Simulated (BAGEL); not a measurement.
# CH5ClGe (SMILES [CH3][GeH2][Cl]) at B3LYP/6-31G(d) (density fitting with qzvpp-jkfit, spherical functions)

Aim: the energy change on altering one bond length of CH5ClGe at B3LYP/6-31G* (density fitting with qzvpp-jkfit, spherical functions), from 2 runs. 

The calculation is run with BAGEL 1.2.2.

4 further runs of the same task are left out: 1 that didn't finish, 3 set aside as unsound or not needed.

## Step 1: The molecule

The species is CH5ClGe (8 atoms), meant as a singlet with charge 0. SMILES: `[CH3][GeH2][Cl]`. The coordinates come from a PBE0-D4/def2-TZVP relaxation.

Bond lengths: C1–Ge2 1.940 Å, Ge2–Cl3 2.165 Å, C1–H4 1.090 Å, C1–H5 1.090 Å, C1–H6 1.092 Å, Ge2–H7 1.536 Å, Ge2–H8 1.536 Å. Some angles: C1–Ge2–Cl3 107.5°, C1–Ge2–H7 112.8°, C1–Ge2–H8 112.8°, Cl3–Ge2–H7 106.2°, Cl3–Ge2–H8 106.2°, Ge2–C1–H4 109.8°, Ge2–C1–H5 109.8°, Ge2–C1–H6 109.9°, H7–Ge2–H8 110.9°, H4–C1–H5 109.1°.

## Step 2: The energy at B3LYP/6-31G(d) (density fitting with qzvpp-jkfit, spherical functions)

calc.json

```json
{ "bagel": [

{
  "title": "molecule",
  "basis": "6-31gs.json",
  "df_basis": "qzvpp-jkfit",
  "angstrom": true,
  "geometry": [
    { "atom": "C", "xyz": [   -0.555000,    0.817400,   -0.373800 ] },
    { "atom": "Ge", "xyz": [    0.403000,   -0.782100,    0.161800 ] },
    { "atom": "Cl", "xyz": [    1.611700,   -0.270600,    1.883000 ] },
    { "atom": "H", "xyz": [    0.153800,    1.604500,   -0.630700 ] },
    { "atom": "H", "xyz": [   -1.187600,    1.161200,    0.444500 ] },
    { "atom": "H", "xyz": [   -1.180600,    0.603500,   -1.242400 ] },
    { "atom": "H", "xyz": [    1.379600,   -1.278900,   -0.914600 ] },
    { "atom": "H", "xyz": [   -0.532600,   -1.912100,    0.616400 ] }
  ]
},
{ "title": "ks", "xc_func": "b3lyp" },
{ "title": "print", "file": "orbitals.molden", "orbitals": true }

]}
```

The basis set 6-31G* is read from a file made from the Basis Set Exchange's data (not shown).

The run is started by

```console
$ BAGEL_NUM_THREADS=1 BAGEL calc.json > calc.out
```

The log of the run:

```text
* using 1 threads per process

  ===============================================================
  ===============================================================

  *** Geometry ***

  { "atom" : "C", "xyz" : [     -1.048798,      1.544662,     -0.706380 ] },
  { "atom" : "Ge", "xyz" : [      0.761560,     -1.477955,      0.305758 ] },
  { "atom" : "Cl", "xyz" : [      3.045672,     -0.511360,      3.558354 ] },
  { "atom" : "H", "xyz" : [      0.290640,      3.032066,     -1.191850 ] },
  { "atom" : "H", "xyz" : [     -2.244239,      2.194350,      0.839983 ] },
  { "atom" : "H", "xyz" : [     -2.231011,      1.140450,     -2.347796 ] },
  { "atom" : "H", "xyz" : [      2.607066,     -2.416771,     -1.728344 ] },
  { "atom" : "H", "xyz" : [     -1.006468,     -3.613345,      1.164827 ] },

  Number of auxiliary basis functions:      559

  Since a DF basis is specified, we compute 2- and 3-index integrals:
    o Being stored without compression. Storage requirement is 0.024 GB

  Number of basis functions:       74
  Number of electrons      :       60

    * METHOD: MOLECULE                             0.33

  *** Kohn-Sham DFT ***

    * Removing 13825 points whose weight is below 1.00e-10
    * Grid points: 105423

  === Nuclear Repulsion ===
   270.1214696074

       - DIIS with orbital gradients will be used.

  === KS iteration (b3lyp / 6-31gs.json) ===
      0      -2487.15057193          0.11614441           0.50
      1      -2278.26195077          0.23748770           0.47
      2      -2483.07787515          0.11449308           0.58
      3      -2455.99984417          0.20107081           0.46
      4      -2495.20998560          0.18401475           0.46
      5      -2496.78403139          0.18513737           0.38
      6      -2496.57953522          0.18581254           0.37
      7      -2486.57432542          0.18764234           0.36
      8      -2489.72127431          0.14706897           0.38
      9      -2570.51224032          0.07550197           0.37
     10      -2566.75280247          0.11389137           0.37
     11      -2577.65261690          0.04379235           0.38
     12      -2569.71590831          0.06897605           0.38
     13      -2578.05590289          0.00815188           0.38
     14      -2578.09857939          0.00529770           0.38
     15      -2578.11192749          0.00160381           0.38
     16      -2578.11283778          0.00089802           0.38
     17      -2578.11339627          0.00061196           0.38
     18      -2578.11357076          0.00004815           0.38
     19      -2578.11357174          0.00001115           0.39
     20      -2578.11357181          0.00000130           0.37
     21      -2578.11357181          0.00000053           0.36
     22      -2578.11357181          0.00000013           0.38
     23      -2578.11357181          0.00000006           0.42
     24      -2578.11357181          0.00000002           0.37
     25      -2578.11357181          0.00000000           0.38
    * SCF iteration converged.

    * Permanent dipole moment:
           (    0.686878,    -0.074105,     0.827127) a.u.

    * METHOD: KS                                  11.09

    * METHOD: PRINT                                0.01

  ===============================================================
```

It took 12 s on 1 thread of Intel Xeon 6975P-C (Granite Rapids), shared host; peak memory 0.43 GiB.

## Step 3: The distorted shape

dft.json

```json
{ "bagel" : [

{
  "title" : "molecule",
  "basis" : "6-31gs.json",
  "df_basis" : "qzvpp-jkfit",
  "angstrom" : true,
  "geometry" : [
    { "atom" : "C", "xyz" : [      -0.917628,       0.663942,      -0.890186 ] },
    { "atom" : "Ge", "xyz" : [       0.040372,      -0.935558,      -0.354586 ] },
    { "atom" : "Cl", "xyz" : [       1.611700,      -0.270600,       1.883000 ] },
    { "atom" : "H", "xyz" : [      -0.208828,       1.451042,      -1.147086 ] },
    { "atom" : "H", "xyz" : [      -1.550228,       1.007742,      -0.071886 ] },
    { "atom" : "H", "xyz" : [      -1.543228,       0.450042,      -1.758786 ] },
    { "atom" : "H", "xyz" : [       1.016972,      -1.432358,      -1.430986 ] },
    { "atom" : "H", "xyz" : [      -0.895228,      -2.065558,       0.100014 ] }
  ]
},

{
  "title" : "ks",
  "xc_func" : "b3lyp"
},

{
  "title" : "print",
  "file" : "orbitals.molden",
  "orbitals" : true
}

]}
```

The basis set 6-31G* is read from a file made from the Basis Set Exchange's data (not shown).

The run is started by

```console
$ BAGEL_NUM_THREADS=1 BAGEL dft.json > dft.out
```

The log of the run:

```text
* using 1 threads per process

  ===============================================================
  ===============================================================

  *** Geometry ***

  { "atom" : "C", "xyz" : [     -1.734066,      1.254669,     -1.682208 ] },
  { "atom" : "Ge", "xyz" : [      0.076292,     -1.767948,     -0.670070 ] },
  { "atom" : "Cl", "xyz" : [      3.045672,     -0.511360,      3.558354 ] },
  { "atom" : "H", "xyz" : [     -0.394628,      2.742072,     -2.167678 ] },
  { "atom" : "H", "xyz" : [     -2.929506,      1.904356,     -0.135845 ] },
  { "atom" : "H", "xyz" : [     -2.916278,      0.850456,     -3.323624 ] },
  { "atom" : "H", "xyz" : [      1.921799,     -2.706764,     -2.704172 ] },
  { "atom" : "H", "xyz" : [     -1.691736,     -3.903339,      0.188999 ] },

  Number of auxiliary basis functions:      559

  Since a DF basis is specified, we compute 2- and 3-index integrals:
    o Being stored without compression. Storage requirement is 0.024 GB

  Number of basis functions:       74
  Number of electrons      :       60

    * METHOD: MOLECULE                             0.35

  *** Kohn-Sham DFT ***

    * Removing 13137 points whose weight is below 1.00e-10
    * Grid points: 106111

  === Nuclear Repulsion ===
   235.2259610502

       - DIIS with orbital gradients will be used.

  === KS iteration (b3lyp / 6-31gs.json) ===
      0      -2486.58068679          0.11075505           0.56
      1      -2269.80833099          0.20031712           0.46
      2      -2299.72043762          0.08148483           0.38
      3      -2258.47270116          0.16344955           0.40
      4      -2311.89689458          0.18132264           0.40
      5      -2312.04746517          0.18097947           0.41
      6      -2312.03707037          0.18101679           0.33
      7      -2433.73587465          0.14564121           0.34
      8      -2304.82664568          0.12408165           0.35
      9      -2567.16514601          0.11339988           0.34
     10      -2575.88060695          0.03854210           0.33
     11      -2576.77590671          0.07357742           0.33
     12      -2577.55152187          0.03816022           0.33
     13      -2578.04517763          0.00592295           0.33
     14      -2578.06586569          0.00228072           0.33
     15      -2578.06734761          0.00128962           0.34
     16      -2578.06826671          0.00019407           0.33
     17      -2578.06828767          0.00001548           0.33
     18      -2578.06828775          0.00001207           0.34
     19      -2578.06828781          0.00000203           0.33
     20      -2578.06828781          0.00000153           0.33
     21      -2578.06828781          0.00000048           0.33
     22      -2578.06828781          0.00000016           0.33
     23      -2578.06828781          0.00000003           0.33
     24      -2578.06828781          0.00000001           0.33
    * SCF iteration converged.

    * Permanent dipole moment:
           (    1.355869,     0.113687,     1.740316) a.u.

    * METHOD: KS                                   9.40

    * METHOD: PRINT                                0.01

  ===============================================================
```

Wall time 10 s (1 thread of Intel Xeon 6975P-C (Granite Rapids), shared host); peak memory 0.43 GiB.

## Step 4: Results

Level: B3LYP/6-31G* (density fitting with qzvpp-jkfit, spherical functions).

```
                                                           quantity           value
                                          first shape: total energy  -2578.11357 Eh
                                         first shape: dipole moment          2.74 D
                                           first shape: HOMO energy        -8.07 eV
                                           first shape: LUMO energy        -0.08 eV
                                         first shape: HOMO–LUMO gap         7.99 eV
                                      distorted shape: total energy  -2578.06829 Eh
                                     distorted shape: dipole moment          5.61 D
                                       distorted shape: HOMO energy        -7.25 eV
                                       distorted shape: LUMO energy        -2.86 eV
                                     distorted shape: HOMO–LUMO gap         4.39 eV
energy change with the Ge2–Cl3 bond stretched from 2.165 to 2.814 Å        1.232 eV
```

**Reading.** With the Ge2–Cl3 bond stretched from 2.165 to 2.814 Å the energy rises by 1.23 eV (28 kcal/mol). The first shape isn't relaxed at this level, so the change isn't measured from a minimum.
